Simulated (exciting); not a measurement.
# TePd3 (Cmmm) in exciting: a series of runs

Aim: see how the results for TePd3 move with the level of theory and the settings. Levels: BLYP+D2, PBEsol+D2. Tasks: density of states.

Everything below comes from runs of exciting (release sodium). Logs are shortened: lines on timing, memory, paths and dates and some standing lists are left out, and cuts for length are marked.

## 1. The structure

The structure is orthorhombic, space group Cmmm (No. 65). The conventional cell has a = 4.961 Å, b = 4.985 Å, c = 5.695 Å, α = 90.00°, β = 90.00°, γ = 90.00°. Around Te (site symmetry mmm) lie 10 Pd at 2.85 to 2.88 Å. Pd (site symmetry mm2) has 6 Pd at 2.83 to 2.87 Å and 4 Te at 2.87 to 2.88 Å as nearest neighbours. Pd (site symmetry mmm) is surrounded by 2 Te at 2.85 Å and 8 Pd at 2.85 to 2.87 Å.

The cell comes from a database or a generator and needn't be the stable form of this composition.

## 2. Density of states, BLYP+D2

Input file run_exciting.py:

```python
import subprocess
import xml.etree.ElementTree as ET
from ase.io import read
from ase.units import Bohr

atoms = read("TePd3.xyz")
rmt = {'Te': 2.3, 'Pd': 2.3}  # bohr
tasks = """
<groundstate do="fromscratch" ngridk="7 7 4" rgkmax="8" gmaxvr="14" lmaxapw="10" lmaxmat="10" lmaxvr="8" stype="Fermi Dirac" swidth="0.00036749" nempty="26" ValenceRelativity="iora*" epsengy="1e-05" epspot="1e-05" maxscl="60" outputlevel="normal">
  <libxc exchange="XC_GGA_X_B88" correlation="XC_GGA_C_LYP"/>
</groundstate>
<properties>
  <dos nwdos="300" winddos="-0.4 0.4" inttype="tetra" ngrdos="100" nsmdos="2" lmirep="true"/>
  <DFTD2/>
</properties>
"""

root = ET.Element("input")
ET.SubElement(root, "title").text = "TePd3"
structure = ET.SubElement(root, "structure", speciespath="./", tshift="false")
crystal = ET.SubElement(structure, "crystal", scale="1.0")
for vector in atoms.cell / Bohr:
    ET.SubElement(crystal, "basevect").text = " ".join(f"{x:.12f}" for x in vector)
symbols = atoms.get_chemical_symbols()
for element in dict.fromkeys(symbols):
    species = ET.SubElement(structure, "species", speciesfile=element + ".xml", rmt=str(rmt[element]))
    for symbol, position in zip(symbols, atoms.get_scaled_positions(wrap=False)):
        if symbol == element:
            ET.SubElement(species, "atom", coord=" ".join(f"{x:.12f}" for x in position))
root.extend(ET.fromstring("<tasks>" + tasks + "</tasks>"))
ET.indent(root)
ET.ElementTree(root).write("input.xml")
subprocess.run(["exciting_smp"], check=True)
```

Input file TePd3.xyz:

```xyz
4
Lattice="2.4802630000 -2.4924255387 0.0000000000 2.4802630000 2.4924255387 0.0000000000 0.0000000000 0.0000000000 5.6953335863" Properties=species:S:1:pos:R:3 pbc="T T T"
Te     0.0000000000      0.0000000000      0.0000000000
Pd     2.4802630000      0.0000000000      1.4347114837
Pd     0.0000000000      0.0000000000      2.8476667932
Pd     2.4802630000      0.0000000000      4.2606221026
```

Potentials or basis: all-electron LAPW+lo, shipped species files, valence relativity iora*.

On the command line:

```console
OMP_NUM_THREADS=1 python run_exciting.py
```

The log of the run:

```text
================================================================================
EXCITING SODIUM started
[... 10 lines left out ...]

 Lattice vectors (cartesian) :
      4.6870177900     -4.7100016572      0.0000000000
      4.6870177900      4.7100016572      0.0000000000
      0.0000000000      0.0000000000     10.7626206734

 Reciprocal lattice vectors (cartesian) :
      0.6702753850     -0.6670045750      0.0000000000
      0.6702753850      0.6670045750     -0.0000000000
     -0.0000000000      0.0000000000      0.5837969671

 Unit cell volume                           :     475.1882479821
 Brillouin zone volume                      :       0.5220040994

 Species :    1 (Te)
     parameters loaded from                 :    Te.xml
     name                                   :    tellurium
     nuclear charge                         :     -52.00000000
     electronic charge                      :      52.00000000
     atomic mass                            :  232600.57070000
     muffin-tin radius                      :       2.30000000
     # of radial points in muffin-tin       :     400

     atomic positions (lattice) :
       1 :   0.00000000  0.00000000  0.00000000

 Species :    2 (Pd)
     parameters loaded from                 :    Pd.xml
     name                                   :    palladium
     nuclear charge                         :     -46.00000000
     electronic charge                      :      46.00000000
     atomic mass                            :  193991.79260000
     muffin-tin radius                      :       2.30000000
     # of radial points in muffin-tin       :     350

     atomic positions (lattice) :
       1 :   0.50000000  0.50000000  0.25191000
       2 :   0.00000000  0.00000000  0.50000000
       3 :   0.50000000  0.50000000  0.74809000

 Total number of atoms per unit cell        :       4

 Spin treatment                             :    spin-unpolarised

 Number of Bravais lattice symmetries       :       8
 Number of crystal symmetries               :       8

 k-point grid                               :       7    7    4
 Total number of k-points                   :      48
 k-point set is reduced with crystal symmetries

 R^MT_min * |G+k|_max (rgkmax)              :       8.00000000
 Species with R^MT_min                      :       1 (Te)
 Maximum |G+k| for APW functions            :       3.47826087
 Maximum |G| for potential and density      :      14.00000000

 G-vector grid sizes                        :      30    30    48
 Total number of G-vectors                  :   21979

 Maximum angular momentum used for
     APW functions                          :      10
     computing H and O matrix elements      :      10
     potential and density                  :       8
     inner part of muffin-tin               :       2

 Total nuclear charge                       :    -190.00000000
 Total electronic charge                    :     190.00000000
 Total core charge                          :     120.00000000
 Total valence charge                       :      70.00000000

 Number of empty states                     :      26
 Total number of valence states             :      62

 Maximum Hamiltonian size                   :     404
 Maximum number of plane-waves              :     351
 Total number of local-orbitals             :      53

 Exchange-correlation type                  :     100
     libxc; exchange: Becke 88; correlation: Lee, Yang & Parr (see libxc for references)

 Smearing scheme                            :    Fermi-Dirac
 Smearing width                             :       0.00036749

 Using multisecant Broyden potential mixing
[... 6 lines left out ...]
* Groundstate module started                                                   *
********************************************************************************
 Output level for this task is set to normal

++++++++++++++++++++++++++++++++++++++++++++++++++++++++++++++++++++++++++++++++
[... 5 lines left out ...]
+ SCF iteration number :    1                                                  +
++++++++++++++++++++++++++++++++++++++++++++++++++++++++++++++++++++++++++++++++
 Total energy                               :    -21893.76439353
 _______________________________________________________________
 Fermi energy                               :         0.41414096
 Kinetic energy                             :     23033.14801461
 Coulomb energy                             :    -44317.15404120
 Exchange energy                            :      -600.03894939
 Correlation energy                         :        -9.71941755

 DOS at Fermi energy (states/Ha/cell)       :        43.72753025

 Electron charges :
     core                                   :       120.00000000
     core leakage                           :         0.00215857
     valence                                :        70.00000000
     interstitial                           :         9.11364908
     charge in muffin-tin spheres :
                  atom     1    Te          :        49.26447736
                  atom     2    Pd          :        43.80700819
                  atom     3    Pd          :        44.00785719
                  atom     4    Pd          :        43.80700819
     total charge in muffin-tins            :       180.88635092
     total charge                           :       190.00000000

++++++++++++++++++++++++++++++++++++++++++++++++++++++++++++++++++++++++++++++++
+ SCF iteration number :    2                                                  +
++++++++++++++++++++++++++++++++++++++++++++++++++++++++++++++++++++++++++++++++
 Total energy                               :    -21937.06504057
 _______________________________________________________________
 Fermi energy                               :         0.37128896
 Kinetic energy                             :     23008.51578539
 Coulomb energy                             :    -44334.41355025
 Exchange energy                            :      -601.43363723
 Correlation energy                         :        -9.73363849

 DOS at Fermi energy (states/Ha/cell)       :       100.10262681

 Electron charges :
     core                                   :       120.00000000
     core leakage                           :         0.00217558
     valence                                :        70.00000000
     interstitial                           :         8.17743375
     charge in muffin-tin spheres :
                  atom     1    Te          :        48.82712499
                  atom     2    Pd          :        44.37980023
                  atom     3    Pd          :        44.23584080
                  atom     4    Pd          :        44.37980023
     total charge in muffin-tins            :       181.82256625
     total charge                           :       190.00000000
[... 455 lines left out ...]
++++++++++++++++++++++++++++++++++++++++++++++++++++++++++++++++++++++++++++++++
+ SCF iteration number :   18                                                  +
++++++++++++++++++++++++++++++++++++++++++++++++++++++++++++++++++++++++++++++++
 Total energy                               :    -21940.31158601
 _______________________________________________________________
 Fermi energy                               :         0.34941238
 Kinetic energy                             :     23002.77321470
 Coulomb energy                             :    -44331.92865544
 Exchange energy                            :      -601.42231518
 Correlation energy                         :        -9.73383009

 DOS at Fermi energy (states/Ha/cell)       :        80.80526297

 Electron charges :
     core                                   :       120.00000000
     core leakage                           :         0.00213219
     valence                                :        70.00000000
     interstitial                           :         8.09602067
     charge in muffin-tin spheres :
                  atom     1    Te          :        48.98305154
                  atom     2    Pd          :        44.31162346
                  atom     3    Pd          :        44.29768087
                  atom     4    Pd          :        44.31162346
     total charge in muffin-tins            :       181.90397933
     total charge                           :       190.00000000

 RMS change in effective potential (target) :  0.699186E-08  ( 0.100000E-04)
 Absolute change in total energy   (target) :  0.303779E-06  ( 0.100000E-04)
 Charge distance                   (target) :  0.395734E-08  ( 0.100000E-04)

++++++++++++++++++++++++++++++++++++++++++++++++++++++++++++++++++++++++++++++++
| Convergency criteria checked for the last 2 iterations                       +
| Convergence targets achieved. Performing final SCF iteration                 +
++++++++++++++++++++++++++++++++++++++++++++++++++++++++++++++++++++++++++++++++
 Total energy                               :    -21940.31158475
 _______________________________________________________________
 Fermi energy                               :         0.34941238
 Kinetic energy                             :     23002.77321534
 Coulomb energy                             :    -44331.92865486
 Exchange energy                            :      -601.42231514
 Correlation energy                         :        -9.73383009

 DOS at Fermi energy (states/Ha/cell)       :        80.80528256

 Electron charges :
     core                                   :       120.00000000
     core leakage                           :         0.00213219
     valence                                :        70.00000000
     interstitial                           :         8.09602069
     charge in muffin-tin spheres :
                  atom     1    Te          :        48.98305154
                  atom     2    Pd          :        44.31162347
                  atom     3    Pd          :        44.29768083
                  atom     4    Pd          :        44.31162347
     total charge in muffin-tins            :       181.90397931
     total charge                           :       190.00000000

++++++++++++++++++++++++++++++++++++++++++++++++++++++++++++++++++++++++++++++++
[... 7 lines left out ...]

--------------------------------------------------------------------------------
- CAUTION! Warnings have been written in file WARNING.OUT !                    -
--------------------------------------------------------------------------------
================================================================================
| EXCITING SODIUM stopped                                                      =
================================================================================
```

Wall time 5.3 min (1 thread of Arm Neoverse V2, shared host); peak memory 0.2 GiB.

Results:

```
Band gap on the k mesh                            : none (metal or under the smearing width)
All electrons inside the program's atomic spheres : Te 48.98; Pd 44.31, 44.30 (radii Te 2.3, Pd 2.3 bohr)
Dispersion energy per atom                        : -0.566 eV
```

Levels at points of the mesh, in eV from the Fermi level:
| k point | band 33 | band 34 | band 35 | band 36 | band 37 | band 38 |
| --- | --- | --- | --- | --- | --- | --- |
| (0.00, 0.00, 0.00) | -1.22 | -0.60 | 0.07 | 0.12 | 0.13 | 4.27 |
| (0.00, 0.00, 0.50) | -1.21 | -0.54 | 1.45 | 1.49 | 2.26 | 2.78 |

States per cell in windows of 1 eV (zero at the Fermi level; states under -8 eV left out):
```tsv
from (eV)	total	Pd2 d	Pd4 d	Pd3 d	Te1 p	Pd2 s	Pd4 s
-8.0	0.00	0.00	0.00	0.00	0.00	0.00	0.00
-7.0	1.29	0.07	0.07	0.03	0.29	0.05	0.05
-6.0	2.40	0.24	0.24	0.13	0.50	0.04	0.04
-5.0	2.49	0.47	0.47	0.26	0.30	0.02	0.02
-4.0	7.96	1.96	1.96	1.73	0.14	0.04	0.04
-3.0	6.69	1.94	1.94	1.31	0.08	0.03	0.03
-2.0	8.68	2.31	2.31	2.70	0.11	0.02	0.02
-1.0	4.24	0.89	0.89	1.69	0.15	0.01	0.01
0.0	2.17	0.40	0.40	0.31	0.33	0.03	0.03
1.0	1.57	0.19	0.19	0.17	0.32	0.03	0.03
2.0	0.46	0.04	0.04	0.06	0.07	0.01	0.01
3.0	1.01	0.08	0.08	0.07	0.09	0.05	0.05
4.0	1.33	0.08	0.08	0.08	0.11	0.07	0.07
5.0	1.60	0.08	0.08	0.11	0.12	0.11	0.11
6.0	1.98	0.09	0.09	0.09	0.14	0.08	0.08
7.0	1.76	0.07	0.07	0.07	0.11	0.04	0.04
```

Caveat: the dispersion energy is computed afterwards and isn't part of the total energy; the tetrahedron DOS on this energy grid can lose part of the weight of narrow d or f bands.

(Part 1 of 2 ends here.)
